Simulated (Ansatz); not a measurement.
# SiAsH₃+ (doublet): the correlation ladder, cc-pVTZ

An exercise on one series of results from a longer session: the logs are not shown, and one member is left open.

Computed with Ansatz 0.2.0, Gaussian basis. Level: cc-pVTZ, core rule «outside noble gas», up to 19 orbitals frozen.

To be run: UHF; CCSD(T) on ROHF; CCSD(T) on UHF; BCCD(T) on ROHF; CCSDT(Q) on ROHF; CCSDT(Q) on UHF; CASSCF and NEVPT2, 11 electrons in 11 orbitals.

3 further runs of the same task are left out: 3 set aside as unsound or not needed.

### The geometry

The geometry is a PBE0/def2-TZVP stationary point (not a proven minimum) of the parent state, kept for this charge and spin. No spin-orbit coupling is included. The filled d shell of As may be among the frozen orbitals whatever the setting's name suggests; the logs give the count.

5 atoms, charge 1, spin multiplicity 2.

Atoms are counted from 1 here; the program's logs count them from 0.

Bond lengths: Si1–As2 2.171 Å, Si1–H3 1.704 Å, Si1–H4 1.493 Å, Si1–H5 1.493 Å, As2–H3 1.707 Å. Angles: As2–Si1–H3 50.5°, As2–Si1–H4 126.6°, As2–Si1–H5 126.6°, H3–Si1–H4 108.5°, H3–Si1–H5 108.5°, H4–Si1–H5 106.0°, Si1–As2–H3 50.4°, Si1–H3–As2 79.1°.

Set-up of the first run:

in.yaml

```yaml
crystal:
  periodic: [false, false, false]
  atoms:
    - {symbol: Si, position_ang: [-0.041835, 0.000000, 1.526862]}
    - {symbol: As, position_ang: [-0.003359, 0.000000, -0.643757]}
    - {symbol: H, position_ang: [1.292447, 0.000000, 0.467020]}
    - {symbol: H, position_ang: [0.061472, 1.192704, 2.419746]}
    - {symbol: H, position_ang: [0.061472, -1.192704, 2.419746]}
basis:
  gaussian: {orbitals: cc-pVTZ}
total_charge: 1
magnetization: {spin_polarized: true, initial_magnetization: 1}
hamiltonian: {xc: hf}
output: {orbitals: {seedname: orbitals}}
```

On the command line:

```console
> ansatz run in.yaml --threads 1 --pin off --events-out ev --progress --plain --max-ram 4096MiB --backend cpu
```

Steps of the session up to this table: UHF; CCSD(T) on ROHF; CCSD(T) on UHF; BCCD(T) on ROHF; CCSDT(Q) on ROHF; CCSDT(Q) on UHF; CASSCF and NEVPT2, 11 electrons in 11 orbitals.

One table of the session follows, with a row left open; its other results are not shown here.

```
        method  from UCCSDT(Q) (meV)
          ROHF               +7363.7
           UHF               +7238.4
          RMP2               +1341.6
          UMP2               +1361.4
         RCCSD                     ?
         UCCSD                +335.5
      RCCSD(T)                 +57.0
      UCCSD(T)                 +54.7
       BCCD(T)                 +55.9
        RCCSDT                 +17.9
        UCCSDT                 +14.4
     RCCSDT(Q)                  +4.0
     UCCSDT(Q)                     0
CASSCF valence               +5015.7
NEVPT2 valence               +1242.5
```

**Question.** Estimate the row for RCCSD.

The run gave: from UCCSDT(Q) (meV): +342.0. In the column «from UCCSDT(Q) (meV)» it lies between UCCSD (+335.5) and NEVPT2 valence (+1242.5).

Caveats from the session: Restricted and unrestricted rows rest on different reference determinants; where their highest levels disagree by more than a few hundredths of an eV, they describe different states and don't form one ladder.
